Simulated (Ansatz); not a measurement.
# BHF2 + H2O: a complex and its separated parts

The complex below is one end of an elementary step. How strongly is it bound against its free parts?

Computed with Ansatz 0.2.0, Gaussian basis. Level: PBE0-D4/def2-TZVP structures, single points in def2-TZVPP, no counterpoise correction.

Levels: SPW92, PBE-D4, BLYP-D4, r2SCAN-D4, B97M-V, PBE0-D4, B3LYP-D4, r2SCAN0-D4, BHLYP-D4, CAM-B3LYP-D4, wB97X-V, wB97M-V, B2PLYP, PBE-QIDH, RPA on PBE, Hartree-Fock, MP2, CCSD, CCSD(T).

Correlated methods freeze the cores. B3LYP uses VWN-RPA correlation. B2PLYP carries no dispersion term here.

21 further runs of the same task are left out: 21 set aside as unsound or not needed.

### 1 Where the work starts

The complex: 7 atoms, charge 0, spin multiplicity 1.

Atoms are counted from 1 here; the program's logs count them from 0.

Bond lengths: B1–F3 1.357 Å, B1–F4 1.357 Å, B1–H6 1.198 Å, O2–H5 0.966 Å, O2–H7 0.966 Å. Angles: F3–B1–F4 114.8°, F3–B1–H6 117.9°, F4–B1–H6 117.9°, H5–O2–H7 107.2°.

Geometry (Å):

```xyz
7
charge 0, multiplicity 1
B    -0.6575    0.3430    0.2017
O     0.9231   -0.5094    0.1393
F    -1.3967   -0.5059   -0.5560
F    -0.3082    1.5003   -0.4146
H     0.7889   -1.2864   -0.4183
H    -0.8774    0.3792    1.3784
H     1.5276    0.0792   -0.3306
```

Its parts: BHF2 holds atoms 1, 3, 4, 6; H2O holds atoms 2, 5, 7. Each part counts its atoms afresh in its own runs.

### 2 Relaxing BHF2 alone

Input file relax-a/in.yaml:

```yaml
crystal:
  periodic: [false, false, false]
  atoms:
    - {symbol: B, position_ang: [-0.657523, 0.343044, 0.201709]}
    - {symbol: F, position_ang: [-1.396705, -0.505935, -0.555995]}
    - {symbol: F, position_ang: [-0.308247, 1.500295, -0.414637]}
    - {symbol: H, position_ang: [-0.877374, 0.379203, 1.378428]}
basis:
  gaussian: {orbitals: def2-TZVP}
hamiltonian: {xc: pbe0, dispersion: d4}
relax: {f_tol: 0.005, max_steps: 200}
```

The command line of these runs was not kept.

Further steps of the session: Relaxing H2O alone; wB97M-V/def2-TZVPP; CCSD(T)/def2-TZVPP; Vibrations of BHF2; Vibrations of H2O.

Before running it: what results should come out? Wanted: complex less parts, CCSD(T)/def2-TZVPP; with zero-point energy; largest T1 diagnostic.

The runs gave:

| quantity | value |
| --- | --- |
| complex less parts, CCSD(T)/def2-TZVPP | -30.8 kJ/mol |
| with zero-point energy | -18.8 kJ/mol |
| largest T1 diagnostic | 0.013 |

In words: At CCSD(T) the complex lies 30.8 kJ/mol below its parts. BHLYP-D4 is the best functional here (+0.3 kJ/mol from CCSD(T)); SPW92 is the worst (-36.6 kJ/mol). Mean unsigned error by rung: LDA 36.6, GGA 5.7, meta-GGA 4.9, hybrid 4.4, range-separated hybrid 3.9, double hybrid 4.7 kJ/mol. PBE-D4 gives a relative energy 4.1 kJ/mol too low, inside chemical accuracy (1 kcal/mol, 4.2 kJ/mol). No counterpoise was applied, and triple zeta lacks some correlation, so the CCSD(T) reference has a basis error of its own, and close matches with it are partly luck.
